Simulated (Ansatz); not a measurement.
# Mo: the cost of one run

Computed with Ansatz 0.2.0 (DFT r2SCAN, scalar-relativistic, plane waves, PAW, unless a step's input says otherwise).

2 further runs of the same task are left out: 2 set aside as unsound or not needed. Runs told in other sessions of the task aren't counted.

## Step 1: The system as given

It takes space group P6/mmm (No. 191, hexagonal). The conventional cell has a = 2.749 Å, b = 2.749 Å, c = 2.534 Å, α = 90.00°, β = 90.00°, γ = 120.00°. Around Mo (site symmetry 6/mmm) lie 8 Mo at 2.53 to 2.75 Å.

Coordinates:

```cif
data_structure
_symmetry_space_group_name_H-M 'P 1'
_symmetry_Int_Tables_number 1
_cell_length_a 2.7488
_cell_length_b 2.7488
_cell_length_c 2.5339
_cell_angle_alpha 90.000
_cell_angle_beta 90.000
_cell_angle_gamma 120.000
_cell_volume 16.58
loop_
_atom_site_label
_atom_site_type_symbol
_atom_site_fract_x
_atom_site_fract_y
_atom_site_fract_z
_atom_site_occupancy
Mo1 Mo 0.00000 0.00000 0.50000 1
```

It goes back to an entry of the Materials Project, which need not be the stable form.

It is the result of an earlier relaxation at this level (volume 16.58 Å³/atom; gap on the mesh: none (metal)).

## Step 2: Zero of energy

Reference values: F = -4966.6673 eV; pressure -0.16 GPa; largest force 0.000 eV/Å; gap on the mesh none (metal). It was computed beforehand with the settings of the runs below.

## Step 3: The scan: a two-dimensional strain map

The cell is strained by p along both x and y and by q along z, with fractional coordinates fixed.

## Step 4: p = -0.030, q = -0.030

Contents of input.yaml:

```yaml
crystal:
  lattice:
    - [2.6663533954, 0.0, 0.0]
    - [-1.3331766977, 2.3091297759, 0.0]
    - [0.0, 0.0, 2.4578835207]
  atoms:
    - { symbol: Mo, position: [0.0, 0.0, 0.5] }
basis:
  ecutwfc: 500
kpoints:
  mp_grid: { grid: [24, 24, 24] }
hamiltonian:
  xc: r2scan
scf:
  occupations: { method: gaussian, width: 0.15 }
output:
  forces: true
  stress: true
  eigenvalues: true
```

On the command line:

```
> ansatz run input.yaml --threads 2 --pin off --max-ram 5120MiB --backend cpu --events-out ev --progress --plain --runs-dir out
```

**Question.** How long does this run take on 2 threads of Intel Xeon 6975P-C (Granite Rapids), shared host, and how much memory does it need?

About 3.9 s, with a peak of 0.49 GiB.
